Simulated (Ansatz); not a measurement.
Task: a rigid scan of one bond length of CH6NOSi, SMILES CO[SiH]N, with Ansatz 0.2.0, Python API. Give the script and its output. Settings (for the species named): PBE0, 6-31G* basis, multiplicity 2.

| atom | x (Å) | y (Å) | z (Å) |
| --- | --- | --- | --- |
| C | -1.5318 | -0.2643 | -0.5803 |
| O | -0.1665 | -0.1642 | -0.6233 |
| Si | 0.6413 | -0.5086 | 0.7532 |
| N | 2.2768 | 0.1631 | 0.4426 |
| H | -1.9503 | 0.0232 | -1.6084 |
| H | -1.9322 | -1.2115 | -0.3450 |
| H | -1.9661 | 0.5131 | 0.1174 |
| H | 0.1484 | 0.3125 | 1.8606 |
| H | 2.1086 | 1.1820 | 0.4708 |
| H | 2.4548 | -0.0964 | -0.4847 |

The script, `ch6nosi_scan.py`:
```python
"""Stretching a bond of CH6NOSi, the rest held rigid."""

import logging
import sys

import ansatz as az
import numpy as np

logging.basicConfig(stream=sys.stdout, format="[%(levelname)s] %(message)s")
log = logging.getLogger("run")
log.setLevel(logging.INFO)

BASIS_SET = "6-31G*"
XC = "pbe0"

geometry_ang = [
    ("C", (-1.5318, -0.2643, -0.5803)),
    ("O", (-0.1665, -0.1642, -0.6233)),
    ("Si", (0.6413, -0.5086, 0.7532)),
    ("N", (2.2768, 0.1631, 0.4426)),
    ("H", (-1.9503, 0.0232, -1.6084)),
    ("H", (-1.9322, -1.2115, -0.345)),
    ("H", (-1.9661, 0.5131, 0.1174)),
    ("H", (0.1484, 0.3125, 1.8606)),
    ("H", (2.1086, 1.182, 0.4708)),
    ("H", (2.4548, -0.0964, -0.4847)),
]
mol = az.Crystal.molecule()
for symbol, xyz in geometry_ang:
    mol = mol.atom(symbol, xyz)

symbols = [site.symbol for site in mol.cartesian_sites]
start = np.array([site.position_ang for site in mol.cartesian_sites])
axis = (start[4] - start[0]) / np.linalg.norm(start[4] - start[0])
moving = [4]
lengths, energies = [1.009, 1.055, 1.101, 1.147, 1.193, 1.238, 1.284, 1.353], []
for length in lengths:
    xyz = start.copy()
    xyz[moving] += (length - np.linalg.norm(start[4] - start[0])) * axis
    point = az.Crystal.molecule()
    for symbol, place in zip(symbols, xyz):
        point = point.atom(symbol, place.tolist())
    calc = point.calculation().basis(gaussian=BASIS_SET).functional(XC).spin("collinear", total=1)
    data = calc.run(threads=1).report
    energies.append(data["free_energy_ev"])
    log.info(f"r = {length:6.3f} A  E = {energies[-1]:.5f} eV  <S^2> = {abs(data['mean_field']['state']['spin_squared']):.3f}")

# quartic fit about the minimum
fit = np.polynomial.Polynomial.fit(lengths, np.array(energies) - min(energies), 4).convert()
roots = [r.real for r in fit.deriv().roots() if abs(r.imag) < 1e-9 and fit.deriv(2)(r.real) > 0]
r_e = min(roots, key=lambda r: abs(r - lengths[int(np.argmin(energies))]))
log.info(f"minimum of the fit at {r_e:.4f} A, force constant {fit.deriv(2)(r_e):.2f} eV/A^2")
```

```console
$ python ch6nosi_scan.py
[INFO] r =  1.009 A  E = -12539.51377 eV  <S^2> = 0.751
[INFO] r =  1.055 A  E = -12539.63667 eV  <S^2> = 0.751
[INFO] r =  1.101 A  E = -12539.67002 eV  <S^2> = 0.751
[INFO] r =  1.147 A  E = -12539.63474 eV  <S^2> = 0.751
[INFO] r =  1.193 A  E = -12539.54728 eV  <S^2> = 0.751
[INFO] r =  1.238 A  E = -12539.42367 eV  <S^2> = 0.751
[INFO] r =  1.284 A  E = -12539.26841 eV  <S^2> = 0.751
[INFO] r =  1.353 A  E = -12538.99773 eV  <S^2> = 0.751
[INFO] minimum of the fit at 1.0985 A, force constant 32.99 eV/A^2
```

Reading the output:
- These settings explore the input space; basis and method may be short of convergence.
- The rest of the molecule is held rigid at a force-field or estimated start geometry, and the basis set is modest; single-reference methods fail as a bond breaks.
- The species is open-shell (spin multiplicity 2).
- Timing: 20 s on 1 thread of AMD EPYC 9R14 (Zen 4), with other jobs on the host, peak memory 0.27 GiB.

(Lines on the test bed's own set-up are left out of the output.)
